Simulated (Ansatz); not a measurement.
# ZnO: the cost of one run

Method: DFT PBE, scalar-relativistic, plane waves, PAW, in Ansatz 0.2.0.

### 1 The structure to begin with

It takes space group P6_3mc (No. 186, hexagonal). The conventional cell has a = 3.250 Å, b = 3.250 Å, c = 5.210 Å, α = 90.00°, β = 90.00°, γ = 120.00°. Around Zn (site symmetry 3m) lie 4 O at 1.98 Å. O (site symmetry 3m) has 4 Zn at 1.98 Å as nearest neighbours.

Structure file:

```xyz
72
Lattice="9.7500 0.0000 0.0000 -4.8750 8.4437 0.0000 0.0000 0.0000 10.4200" Properties=species:S:1:pos:R:3 pbc="T T T"
Zn    0.0000    1.8764    0.0000
Zn    1.6250    0.9382    2.6050
O     0.0000    1.8764    1.9798
O     1.6250    0.9382    4.5848
Zn    0.0000    1.8764    5.2100
Zn    1.6250    0.9382    7.8150
O     0.0000    1.8764    7.1898
O     1.6250    0.9382    9.7948
Zn   -1.6250    4.6910    0.0000
Zn    0.0000    3.7528    2.6050
O    -1.6250    4.6910    1.9798
O     0.0000    3.7528    4.5848
Zn   -1.6250    4.6910    5.2100
Zn    0.0000    3.7528    7.8150
O    -1.6250    4.6910    7.1898
O     0.0000    3.7528    9.7948
Zn   -3.2500    7.5056    0.0000
Zn   -1.6250    6.5674    2.6050
O    -3.2500    7.5056    1.9798
O    -1.6250    6.5674    4.5848
Zn   -3.2500    7.5056    5.2100
Zn   -1.6250    6.5674    7.8150
O    -3.2500    7.5056    7.1898
O    -1.6250    6.5674    9.7948
Zn    3.2500    1.8764    0.0000
Zn    4.8750    0.9382    2.6050
O     3.2500    1.8764    1.9798
O     4.8750    0.9382    4.5848
Zn    3.2500    1.8764    5.2100
Zn    4.8750    0.9382    7.8150
O     3.2500    1.8764    7.1898
O     4.8750    0.9382    9.7948
Zn    1.6250    4.6910    0.0000
Zn    3.2500    3.7528    2.6050
O     1.6250    4.6910    1.9798
O     3.2500    3.7528    4.5848
Zn    1.6250    4.6910    5.2100
Zn    3.2500    3.7528    7.8150
O     1.6250    4.6910    7.1898
O     3.2500    3.7528    9.7948
Zn    0.0000    7.5056    0.0000
Zn    1.6250    6.5674    2.6050
O     0.0000    7.5056    1.9798
O     1.6250    6.5674    4.5848
Zn    0.0000    7.5056    5.2100
Zn    1.6250    6.5674    7.8150
O     0.0000    7.5056    7.1898
O     1.6250    6.5674    9.7948
Zn    6.5000    1.8764    0.0000
Zn    8.1250    0.9382    2.6050
O     6.5000    1.8764    1.9798
O     8.1250    0.9382    4.5848
Zn    6.5000    1.8764    5.2100
Zn    8.1250    0.9382    7.8150
O     6.5000    1.8764    7.1898
O     8.1250    0.9382    9.7948
Zn    4.8750    4.6910    0.0000
Zn    6.5000    3.7528    2.6050
O     4.8750    4.6910    1.9798
O     6.5000    3.7528    4.5848
Zn    4.8750    4.6910    5.2100
Zn    6.5000    3.7528    7.8150
O     4.8750    4.6910    7.1898
O     6.5000    3.7528    9.7948
Zn    3.2500    7.5056    0.0000
Zn    4.8750    6.5674    2.6050
O     3.2500    7.5056    1.9798
O     4.8750    6.5674    4.5848
Zn    3.2500    7.5056    5.2100
Zn    4.8750    6.5674    7.8150
O     3.2500    7.5056    7.1898
O     4.8750    6.5674    9.7948
```

### 2 Single point: ZnO, no spin

File input.yaml:

```yaml
crystal:
  lattice:
    - [9.75, 0.0, 0.0]
    - [-4.875, 8.4437476869, 0.0]
    - [0.0, 0.0, 10.42]
  atoms:
    - { symbol: Zn, position: [0.1111111111, 0.2222222222, 0.0] }
    - { symbol: Zn, position: [0.2222222222, 0.1111111111, 0.25] }
    - { symbol: O, position: [0.1111111111, 0.2222222222, 0.19] }
    - { symbol: O, position: [0.2222222222, 0.1111111111, 0.44] }
    - { symbol: Zn, position: [0.1111111111, 0.2222222222, 0.5] }
    - { symbol: Zn, position: [0.2222222222, 0.1111111111, 0.75] }
    - { symbol: O, position: [0.1111111111, 0.2222222222, 0.69] }
    - { symbol: O, position: [0.2222222222, 0.1111111111, 0.94] }
    - { symbol: Zn, position: [0.1111111111, 0.5555555556, 0.0] }
    - { symbol: Zn, position: [0.2222222222, 0.4444444444, 0.25] }
    - { symbol: O, position: [0.1111111111, 0.5555555556, 0.19] }
    - { symbol: O, position: [0.2222222222, 0.4444444444, 0.44] }
    - { symbol: Zn, position: [0.1111111111, 0.5555555556, 0.5] }
    - { symbol: Zn, position: [0.2222222222, 0.4444444444, 0.75] }
    - { symbol: O, position: [0.1111111111, 0.5555555556, 0.69] }
    - { symbol: O, position: [0.2222222222, 0.4444444444, 0.94] }
    - { symbol: Zn, position: [0.1111111111, 0.8888888889, 0.0] }
    - { symbol: Zn, position: [0.2222222222, 0.7777777778, 0.25] }
    - { symbol: O, position: [0.1111111111, 0.8888888889, 0.19] }
    - { symbol: O, position: [0.2222222222, 0.7777777778, 0.44] }
    - { symbol: Zn, position: [0.1111111111, 0.8888888889, 0.5] }
    - { symbol: Zn, position: [0.2222222222, 0.7777777778, 0.75] }
    - { symbol: O, position: [0.1111111111, 0.8888888889, 0.69] }
    - { symbol: O, position: [0.2222222222, 0.7777777778, 0.94] }
    - { symbol: Zn, position: [0.4444444444, 0.2222222222, 0.0] }
    - { symbol: Zn, position: [0.5555555556, 0.1111111111, 0.25] }
    - { symbol: O, position: [0.4444444444, 0.2222222222, 0.19] }
    - { symbol: O, position: [0.5555555556, 0.1111111111, 0.44] }
    - { symbol: Zn, position: [0.4444444444, 0.2222222222, 0.5] }
    - { symbol: Zn, position: [0.5555555556, 0.1111111111, 0.75] }
    - { symbol: O, position: [0.4444444444, 0.2222222222, 0.69] }
    - { symbol: O, position: [0.5555555556, 0.1111111111, 0.94] }
    - { symbol: Zn, position: [0.4444444444, 0.5555555556, 0.0] }
    - { symbol: Zn, position: [0.5555555556, 0.4444444444, 0.25] }
    - { symbol: O, position: [0.4444444444, 0.5555555556, 0.19] }
    - { symbol: O, position: [0.5555555556, 0.4444444444, 0.44] }
    - { symbol: Zn, position: [0.4444444444, 0.5555555556, 0.5] }
    - { symbol: Zn, position: [0.5555555556, 0.4444444444, 0.75] }
    - { symbol: O, position: [0.4444444444, 0.5555555556, 0.69] }
    - { symbol: O, position: [0.5555555556, 0.4444444444, 0.94] }
    - { symbol: Zn, position: [0.4444444444, 0.8888888889, 0.0] }
    - { symbol: Zn, position: [0.5555555556, 0.7777777778, 0.25] }
    - { symbol: O, position: [0.4444444444, 0.8888888889, 0.19] }
    - { symbol: O, position: [0.5555555556, 0.7777777778, 0.44] }
    - { symbol: Zn, position: [0.4444444444, 0.8888888889, 0.5] }
    - { symbol: Zn, position: [0.5555555556, 0.7777777778, 0.75] }
    - { symbol: O, position: [0.4444444444, 0.8888888889, 0.69] }
    - { symbol: O, position: [0.5555555556, 0.7777777778, 0.94] }
    - { symbol: Zn, position: [0.7777777778, 0.2222222222, 0.0] }
    - { symbol: Zn, position: [0.8888888889, 0.1111111111, 0.25] }
    - { symbol: O, position: [0.7777777778, 0.2222222222, 0.19] }
    - { symbol: O, position: [0.8888888889, 0.1111111111, 0.44] }
    - { symbol: Zn, position: [0.7777777778, 0.2222222222, 0.5] }
    - { symbol: Zn, position: [0.8888888889, 0.1111111111, 0.75] }
    - { symbol: O, position: [0.7777777778, 0.2222222222, 0.69] }
    - { symbol: O, position: [0.8888888889, 0.1111111111, 0.94] }
    - { symbol: Zn, position: [0.7777777778, 0.5555555556, 0.0] }
    - { symbol: Zn, position: [0.8888888889, 0.4444444444, 0.25] }
    - { symbol: O, position: [0.7777777778, 0.5555555556, 0.19] }
    - { symbol: O, position: [0.8888888889, 0.4444444444, 0.44] }
    - { symbol: Zn, position: [0.7777777778, 0.5555555556, 0.5] }
    - { symbol: Zn, position: [0.8888888889, 0.4444444444, 0.75] }
    - { symbol: O, position: [0.7777777778, 0.5555555556, 0.69] }
    - { symbol: O, position: [0.8888888889, 0.4444444444, 0.94] }
    - { symbol: Zn, position: [0.7777777778, 0.8888888889, 0.0] }
    - { symbol: Zn, position: [0.8888888889, 0.7777777778, 0.25] }
    - { symbol: O, position: [0.7777777778, 0.8888888889, 0.19] }
    - { symbol: O, position: [0.8888888889, 0.7777777778, 0.44] }
    - { symbol: Zn, position: [0.7777777778, 0.8888888889, 0.5] }
    - { symbol: Zn, position: [0.8888888889, 0.7777777778, 0.75] }
    - { symbol: O, position: [0.7777777778, 0.8888888889, 0.69] }
    - { symbol: O, position: [0.8888888889, 0.7777777778, 0.94] }
scf:
  occupations: { method: fixed }
  n_extra_bands: 4
output:
  eigenvalues: true
  core_levels: { shells: { Zn: "2p" }, eps_inf: 3.7 }
  write_density: true
  write_potential: true
  elf: true
  volumetric_format: npy
kpoints:
  mp_grid: { grid: [2, 2, 2] }
hamiltonian:
  xc: pbe
```

The run is started by

```
> ansatz run input.yaml --threads 8 --pin off --max-ram 23552MiB --backend cpu --events-out ev --progress --plain --runs-dir out
```

**Question.** How long does this run take on 8 threads of Intel Xeon at 2.50GHz (Skylake/Cascade Lake), shared host, and how much memory does it need?

About 2 min, with a peak of 9.3 GiB.
